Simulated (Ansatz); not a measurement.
# AlIn (P6/mmm) in Ansatz: a series of runs, part 2 of 2

Ansatz 0.2.0.

**3. Band structure, HSE03**

The input, input:

```
crystal:
  lattice:
    - [3.05413, 0.0, 0.0]
    - [-1.52707, 2.64496, 0.0]
    - [0.0, 0.0, 5.82802]
  atoms:
    - { symbol: Al, position: [0.0, 0.0, 0.0] }
    - { symbol: In, position: [0.0, 0.0, 0.5] }
hamiltonian:
  xc: { exchange: pbe, correlation: pbe, exx: { coeff: 0.25, omega: 0.3 } }
  pseudopotentials: { kind: paw }
kpoints:
  mp_grid: { grid: [5, 5, 3] }
  band_path:
    path:
      - [[0.0, 0.0, 0.0], [0.5, 0.0, 0.0], [0.3333333333, 0.3333333333, 0.0], [0.0, 0.0, 0.0], [0.0, 0.0, 0.5], [0.5, 0.0, 0.5], [0.3333333333, 0.3333333333, 0.5], [0.0, 0.0, 0.5]]
      - [[0.5, 0.0, 0.5], [0.5, 0.0, 0.0]]
      - [[0.3333333333, 0.3333333333, 0.0], [0.3333333333, 0.3333333333, 0.5]]
    npoints: 4
scf:
  occupations: { method: fermi_dirac, width: 0.05 }
  n_extra_bands: 6
output:
  forces: true
  stress: true
  eigenvalues: true
  fatbands: false
```

Potentials or basis: Ansatz PAW.

Output:

```text
Warning: output.stress: scf.convergence.dr2_threshold = 1e-7 eV (the SCF's general default) is looser than the 2e-10 eV advised for a printed stress (1e-10 eV for each atom of the cell: 2). What an SCF threshold leaves in a stress goes as its square root, and in the free energy as the threshold itself, and one threshold admits the most on a small cell: of the crystals measured, under no hybrid functional and no lock of the moments, on runs that ended without the residual-converged pass, on stresses that held no estimate of that error, the worst erred by over 100 MPa in a component at 1e-7 eV an atom and by under 5 at 1e-10. Set scf.convergence.dr2_threshold to 2e-10 eV or tighter. The threshold is an SCF's pass mark: one that does not reach it within its budget of iterations ends unconverged, or closes short of it on a stop that the run arms, and scf.convergence.dr2_threshold's page says what that costs each kind of run
Warning: output.stress: scf.exx.energy_threshold = 1e-6 eV is looser than the 2e-8 eV advised for a stress under a hybrid functional (1e-8 eV for each atom of the cell: 2). Every SCF of the exchange loop can meet its threshold on dr2 while the loop round them stops early: no threshold on dr2 bounds what that leaves in the stress. Set scf.exx.energy_threshold to 2e-8 eV or tighter. The threshold is the loop's pass mark: a loop that does not reach it within its budget of cycles ends unconverged, and scf.exx.energy_threshold's page has the law
scf.n_extra_bands = 6 over 8 filled bands (N_el = 16.0): the run solves 14 bands
GPUs: using 1 of 1 available (devices: 1).
Engine: ansatz 0.2.0, x86_64-unknown-linux-gnu
Pseudopotentials: kind: paw
Pseudopotential: Al, paw, valence charge 3, recommended cutoff 420 eV (normal), Al.paw.azcp
Pseudopotential: In, paw, valence charge 13, recommended cutoff 420 eV (normal), In.paw.azcp
Functional definition: unnamed
  parameter a_1 = 0.25
  parameter omega_1 = 0.3/angstrom
  exchange = pbe_x + (-a_1)*pbe_x_sr(omega_1) + a_1*exact_x_sr(omega_1)
  correlation = pbe_c
device memory: the entry about to start is reckoned to put 0.4 GiB on a device that reports 69.0 GiB free (of which the cap on the GPU budget leaves the run 18.0 GiB)
GPU FFT provider: cuFFT
GPU libraries: cuBLAS 13.8.2, cuFFT 12.4.0, cuSOLVER 12.3.4
Crystal: 2 atoms, lattice volume = 47.079 Å³
Basis set: ecut = 420 eV, 907 PW (Γ), exchange–correlation on 48×48×80 points (8 copies of the dense FFT grid, shifted against one another)
Bands: 14, of which v1, the nominal top of the filled ones, is band 8 counted from 1 (7 counted from 0)
Symmetry: 24 space group operations
Space group: P6/mmm (ITA 191), of the structure as read, at distance tolerance 3.6e-5 Å
k-points: 10 of 75
Non-local potential: Al, projectors of the file, l = 0: 2, l = 1: 2, l = 2: 1
Non-local potential: In, projectors of the file, l = 0: 2, l = 1: 2, l = 2: 2, l = 3: 2
PAW form: soft (Blöchl's): semilocal exchange-correlation on the pseudo side does not see the compensation charge
PAW frozen core: Al, regenerated for the run's functional, and the local potential with it (the file was generated under x = pbe(κ = 0.804, μ = 0.2195149727645171), c = pbe(β = 0.06672455060314922))
PAW frozen core: In, regenerated for the run's functional, and the local potential with it (the file was generated under x = pbe(κ = 0.804, μ = 0.2195149727645171), c = pbe(β = 0.06672455060314922))
PAW one-centre angular grid: Al, 110 points (default); XC on 64 Gauss nodes
PAW one-centre angular grid: In, 590 points (default); XC on 64 Gauss nodes
Initial density: superposition of atomic densities (neutral atoms: chi_scale 0, normalization atom), corrected by the library's trained network
Initial wavefunctions: pseudopotential atomic-orbital guess
GPU buffer pool allocated for 23040 grid points (all kernels)
GPU transforms: local potential and band sums: pruned to the plane-wave sphere, on 24×24×40
Functional: x = pbe(κ = 0.804, μ = 0.2195149727645171), c = pbe(β = 0.06672455060314922), warm-up for x = pbe(κ = 0.804, μ = 0.2195149727645171) + 0.25 (exact − pbe) at short range (hse, ω = 0.3 Å⁻¹), c = pbe(β = 0.06672455060314922)
SCF iter   1: F=—  HF=-6134.976193 eV  |F-HF|=—  |Δ(HF+E_count)|=         —  Δρ=3.47e-3  dr2=1.62e-2  ethr=1.77e-3  ⟨swp⟩=11.0  Hψ=701  notcnv=0
preconditioner: auto → none  [insulator: Δε(μ)=0.447 eV  Ē_g=16.196 eV  σ=0.050 eV  W_gap=0.98  n_scr=4 (ndim 8)  ℏωp=21.6 eV  f_vac=0.000  D(μ)=0.13/eV (n_scr^D=0)]
SCF iter   2: F=—  HF=-6134.976176 eV  |F-HF|=—  |Δ(HF+E_count)|=   1.65e-5  Δρ=2.26e-3  dr2=1.41e-2  ethr=1.01e-4  ⟨swp⟩=5.5  Hψ=406  notcnv=0  defer=5
iter 3 solved again at ethr=6.53e-6 eV; its pass at ethr=8.83e-5 eV (dr2=1.05e-3 eV) is discarded
SCF iter   3: F=—  HF=-6134.973377 eV  |F-HF|=—  |Δ(HF+E_count)|=   2.80e-3  Δρ=1.21e-3  dr2=1.02e-3  ethr=6.53e-6  ⟨swp⟩=3.0  Hψ=591  notcnv=0
[... 23 lines left out ...]
SCF iter   6: F=—  HF=-6139.195252 eV  |F-HF|=—  |Δ(HF+E_count)|=   5.41e-5  Δρ=1.21e-4  dr2=2.33e-5  ethr=8.23e-8  ⟨swp⟩=3.9  Hψ=299  notcnv=0
SCF iter   7: F=-6139.195247 eV  HF=-6139.195247 eV  |F-HF|=9.99e-8  |Δ(HF+E_count)|=   4.83e-6  Δρ=1.24e-5  dr2=2.06e-7  ethr=8.23e-8  ⟨swp⟩=2.8  Hψ=235  notcnv=0
SCF 2 stopped early in 7 iterations: F = -6139.195247 eV  dr2 = 2.06e-7
hybrid outer 1: dexx = +1.998e-3 eV, tail = 3.79e-6 eV
GPU FFT provider: cuFFT
GPU libraries: cuBLAS 13.8.2, cuFFT 12.4.0, cuSOLVER 12.3.4
GPU buffer pool allocated for 23040 grid points (all kernels)
GPU transforms: local potential and band sums: pruned to the plane-wave sphere, on 24×24×40
Exchange kernel: α = 0.2500, screened, ω = 0.3000 Å⁻¹, Wigner–Seitz truncation, v(0) = 502.3959 eV·Å³, q-mesh 5×5×3, nearest image of the exchange supercell L = 15.27 Å, pair-density grid 15×15×27, without the augmentation charges, whose exchange is taken in its separable form by FFT convolution over the k-point mesh (sized by the pseudopotential files, 18×18×40 at the most), smooth part of the exact exchange by density-matrix convolution in up to 1.36 GiB of GPU memory as planned if the GPU has room (build and FFT work areas not counted)
Frozen-core exchange: fock
SCF iter   1: F=—  HF=-6139.195165 eV  |F-HF|=—  |Δ(HF+E_count)|=         —  Δρ=2.80e-5  dr2=3.18e-7  ethr=1.19e-7  ⟨swp⟩=5.4  Hψ=418  notcnv=0
preconditioner: auto → none  [insulator: Δε(μ)=0.533 eV  Ē_g=17.867 eV  σ=0.050 eV  W_gap=0.99  n_scr=4 (ndim 8)  ℏωp=21.6 eV  f_vac=0.000  D(μ)=0.05/eV (n_scr^D=0)]
SCF iter   2: F=—  HF=-6139.195165 eV  |F-HF|=—  |Δ(HF+E_count)|=   2.07e-8  Δρ=5.62e-6  dr2=1.47e-8  ethr=1.50e-9  ⟨swp⟩=3.9  Hψ=321  notcnv=0
SCF iter   3: F=-6139.195165 eV  HF=-6139.195165 eV  |F-HF|=3.66e-9  |Δ(HF+E_count)|=   4.47e-8  Δρ=2.47e-6  dr2=5.32e-9  ethr=4.31e-11  ⟨swp⟩=4.9  Hψ=470  notcnv=0
SCF 3 converged in 3 iterations: F = -6139.195165 eV  dr2 = 5.32e-9
  Residual-converged pass: ⟨swp⟩=2.7  Hψ=227  notcnv=0  max |occ|·‖R‖ = 2.3e-6 eV (tolerance 2.4e-6 eV)  dr2=5.30e-9  dr2_onsite=2.44e-10  max |Δocc| = 5.4e-14
hybrid outer 2: dexx = +4.548e-8 eV, tail = 1.17e-8 eV, Δε = 1.86e-3 eV (about 1.33e-4 eV left of the loop's levels)
device memory: the entry about to start is reckoned to put 0.4 GiB on a device that reports 55.8 GiB free (of which the cap on the GPU budget leaves the run 18.0 GiB)
NSCF: frozen V_eff on 39 k-points, pencils in batches of 32, up to order 64
hybrid SCF converged: 2 outer / 10 inner (+7 warm-up), last move |dexx| = 4.55e-8 eV, tail = 1.17e-8 eV
Stability not checked: this state was not tested for a lower state beside it, because the functional holds exact exchange (a hybrid, or Hartree-Fock), whose exchange loop this test does not read (fock_operator; see scf.lower_state_search)
Free energy (F): -6139.195165 eV
Frozen-core exchange: fock
Harris-Foulkes:  -6139.195165 eV  (|F-HF|=3.66e-9)
Internal energy: -6139.194299 eV  (E = F + TS)
E sigma→0 (E₀):  -6139.194732 eV
Entropy (-TS):   -0.000865 eV (-0.433 meV/atom)
Fermi energy:    7.999786 eV
--- Per-component energies (eV) ---
  E_band       = -61.504720
  E_kinetic    = 262.081259
  E_local      = -1533.080258  (includes V_loc(G=0)·N_el)
  E_nonlocal   = 376.347547
  E_hartree    = 644.127377
  E_xc         = -206.015659
  E_vxc        = -104.031655  (∫ρ·V_xc dr)
  E_exx        = -32.553475  (= α·E_x^exact, valence–valence)
  E_paw        = -4640.802852  (= ΣΔE_a)
  E_vpaw       = -285.968338  (= ΣTr[D̂ρ^β])
  E_aug_tail   = 0.000024  (compensation charges beyond the density's cutoff)
  E_ewald      = -1009.737580
  E_core_change = 0.439318  (= ΣΔE_core)
  E_smearing   = -0.000865  (= −TS)
  E_closure    = 0.000000  (closes the sum)
  Σ components = -6139.195165   (vs F -6139.195165, Δ=0.00e0)
--- Forces (eV/Å), atoms counted from 1 ---
  atom   1  Al     0.00000000    -0.00000000     0.00000000
  atom   2  In     0.00000000     0.00000000     0.00000000
  max |Σ_I F_I| component: 8.41e-30 eV/Å
--- Stress (GPa, compression-positive) ---
       -3.490330       0.000000       0.000000
        0.000000      -3.490330       0.000000
        0.000000       0.000000       0.982611
  P = ⅓ Tr σ = -1.9993 GPa (-19.993 kbar)
--- Band table (eV; the first three rows and the last of 10) ---
  k-point 0: bands = ["-8.7680", "-8.6303", "-8.6303", "-8.2214", "-8.2214", "-2.6450", "1.8439", "3.6385", "16.1211", "17.7967", "18.9404", "18.9404", "20.5448", "20.5448"]
  k-point 1: bands = ["-8.7630", "-8.6303", "-8.6303", "-8.2214", "-8.2214", "-2.1315", "-0.2128", "6.7965", "11.5937", "19.3638", "19.3638", "20.5737", "20.5737", "20.8801"]
  k-point 2: bands = ["-8.7537", "-8.5606", "-8.4386", "-8.3531", "-8.2481", "-1.6364", "2.7814", "4.6498", "12.9063", "16.4264", "16.9146", "17.0909", "17.8241", "18.5253"]
  k-point 9: bands = ["-8.7016", "-8.5396", "-8.3793", "-8.2819", "-8.2264", "4.5994", "5.4966", "6.2013", "6.9693", "9.8756", "11.2810", "13.1383", "14.3764", "17.3533"]
```

Run time: 34 s. Hardware: 1 × NVIDIA H100 80GB HBM3 with 2 threads of AMD EPYC 7R13 (Zen 3), shared host; peak memory 1.7 GiB.

What came out:

| Property | Result |
| --- | --- |
| Free energy | -6139.1952 eV |
| Pressure | -2.0 GPa |
| Band gap on the k mesh | none (metal or under the smearing width) |

Stress tensor (GPa, compression positive):
```
-3.49  0.00  0.00
 0.00 -3.49  0.00
 0.00  0.00  0.98
```

Levels at the corners of the path, in eV from the Fermi level:
```tsv
point	band 6	band 7	band 8	band 9	band 10	band 11
Γ	-10.64	-6.16	-4.36	8.12	9.80	10.94
M	-4.57	-3.87	-0.56	0.24	0.29	3.70
K	-3.06	-1.65	-1.65	1.31	1.68	1.68
Γ	-10.64	-6.16	-4.36	8.12	9.80	10.94
A	-9.75	-8.86	0.78	1.41	11.61	11.61
L	-3.40	-3.36	-2.89	-2.45	5.72	6.32
H	-2.00	-1.76	-0.62	-0.62	-0.34	-0.34
A	-9.75	-8.86	0.78	1.41	11.61	11.61
L	-3.40	-3.36	-2.89	-2.45	5.72	6.32
M	-4.57	-3.87	-0.56	0.24	0.29	3.70
K	-3.06	-1.65	-1.65	1.31	1.68	1.68
H	-2.00	-1.76	-0.62	-0.62	-0.34	-0.34
```

Caveat: the k mesh is coarse (spacing up to 0.48 Å⁻¹), so the values aren't converged, least of all with exact exchange; spin-orbit coupling is left out, which moves the levels of the heavy elements; the PAW data sets come from PBE, with cores solved anew for the run's functional, which leaves a small shift of forces and pressure; the thresholds are loose for stress.

**4. Band structure, HSEsol**

Changes to input since step 3:

```diff
@@ -9,3 +9,6 @@
 hamiltonian:
-  xc: { exchange: pbe, correlation: pbe, exx: { coeff: 0.25, omega: 0.3 } }
+  xc:
+    exchange: hjs_pbesol
+    correlation: pbesol
+    exx: { coeff: 0.25, omega: 0.207 }
   pseudopotentials: { kind: paw }
@@ -27 +30,5 @@
   fatbands: false
+  write_density: true
+  write_potential: true
+  elf: true
+  volumetric_format: npy
```

Run time: 22 s. Hardware: 1 × NVIDIA H100 80GB HBM3 with 2 threads of AMD EPYC 7R13 (Zen 3), shared host; peak memory 1.7 GiB.

It converged, with:

| Item | Value |
| --- | --- |
| Free energy | -6077.3228 eV |
| Pressure | -3.7 GPa |
| Band gap on the k mesh | none (metal or under the smearing width) |

Stress tensor (GPa, compression positive):
```
-5.27  0.00  0.00
 0.00 -5.27  0.00
 0.00  0.00 -0.68
```

Levels at the corners of the path, in eV from the Fermi level:
| point | band 6 | band 7 | band 8 | band 9 | band 10 | band 11 |
| --- | --- | --- | --- | --- | --- | --- |
| Γ | -10.86 | -6.33 | -4.53 | 8.26 | 9.97 | 11.09 |
| M | -4.70 | -4.00 | -0.55 | 0.25 | 0.31 | 3.80 |
| K | -3.15 | -1.67 | -1.67 | 1.37 | 1.75 | 1.75 |
| Γ | -10.86 | -6.33 | -4.53 | 8.26 | 9.97 | 11.09 |
| A | -9.97 | -9.06 | 0.76 | 1.44 | 11.77 | 11.77 |
| L | -3.51 | -3.45 | -2.98 | -2.51 | 5.85 | 6.46 |
| H | -2.07 | -1.79 | -0.61 | -0.61 | -0.35 | -0.35 |
| A | -9.97 | -9.06 | 0.76 | 1.44 | 11.77 | 11.77 |
| L | -3.51 | -3.45 | -2.98 | -2.51 | 5.85 | 6.46 |
| M | -4.70 | -4.00 | -0.55 | 0.25 | 0.31 | 3.80 |
| K | -3.15 | -1.67 | -1.67 | 1.37 | 1.75 | 1.75 |
| H | -2.07 | -1.79 | -0.61 | -0.61 | -0.35 | -0.35 |

Caveat: the k mesh is coarse (spacing up to 0.48 Å⁻¹), so the values aren't converged, least of all with exact exchange; spin-orbit coupling is left out, which moves the levels of the heavy elements; the PAW data sets come from PBE, with cores solved anew for the run's functional, which leaves a small shift of forces and pressure; the thresholds are loose for stress.

**5. Summary**

```tsv
level	gap on the mesh (eV)	pressure (GPa)
HSE06	none	-2.2
HSE03	none	-2.0
HSEsol	none	-3.7
```

Alike in all rows: task band structure; potentials or basis Ansatz PAW; no spin polarisation; cell as given; k mesh 5 × 5 × 3; cutoff (eV) 420; smearing fermi-dirac 0.05 eV; the mesh is coarse, so values aren't converged.

Caveats: all runs use coarse meshes; spin-orbit coupling is left out, which moves the levels of the heavy elements; the PAW data sets come from PBE, with cores solved anew for the run's functional, which leaves a small shift of forces and pressure; the thresholds are loose for stress.

Absolute energies hang on the potentials; compare differences alone.
